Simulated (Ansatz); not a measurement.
# AlFH4SSi: the cost of one run

Program: Ansatz 0.2.0. Level of theory: RKS B3LYP-D4/def2-SVP. These are calculated values, not measurements.

## 1. Starting point

Bond lengths: F1–Si2 1.666 Å, Si2–Al3 2.374 Å, Si2–S4 2.202 Å, Si2–H5 1.455 Å, Al3–H6 1.579 Å, Al3–H7 1.612 Å, S4–H8 1.426 Å. Angles: F1–Si2–Al3 110.8°, F1–Si2–S4 109.2°, F1–Si2–H5 109.4°, Al3–Si2–S4 109.2°, Al3–Si2–H5 109.9°, S4–Si2–H5 108.3°, Si2–Al3–H6 120.7°, Si2–Al3–H7 118.7°, H6–Al3–H7 120.4°, Si2–S4–H8 90.0°.

Coordinates:

```xyz
8

F    -1.4284   -1.5787    0.5434
Si   -0.0796   -0.6162    0.7135
Al   -0.3886    1.4689   -0.3780
S     1.6577   -1.6431   -0.1670
H     0.1858   -0.4001    2.1272
H    -0.6456    1.5330   -1.9351
H    -0.2214    2.8242    0.4785
H     1.0123   -1.6451   -1.4383
```

## 2. Relaxing end A

The input, input.yaml:

```yaml
crystal:
  periodic: [false, false, false]
  atoms:
    - { symbol: F, position_ang: [-1.4284, -1.5787, 0.5434] }
    - { symbol: Si, position_ang: [-0.0796, -0.6162, 0.7135] }
    - { symbol: Al, position_ang: [-0.3886, 1.4689, -0.378] }
    - { symbol: S, position_ang: [1.6577, -1.6431, -0.167] }
    - { symbol: H, position_ang: [0.1858, -0.4001, 2.1272] }
    - { symbol: H, position_ang: [-0.6456, 1.533, -1.9351] }
    - { symbol: H, position_ang: [-0.2214, 2.8242, 0.4785] }
    - { symbol: H, position_ang: [1.0123, -1.6451, -1.4383] }
basis:
  gaussian: { orbitals: def2-SVP }
hamiltonian:
  xc: b3lyp
  dispersion: d4
relax:
  f_tol: 0.015
  max_steps: 40
```

The run is started by

```bash
ansatz run input.yaml --threads 1 --pin off --max-ram 2048MiB --backend cpu --events-out ev --progress --plain --runs-dir out
```

**Question.** How long does this run take on 1 thread of Arm Neoverse V1, shared host, and how much memory does it need?

About 53 s, with a peak of 0.17 GiB.
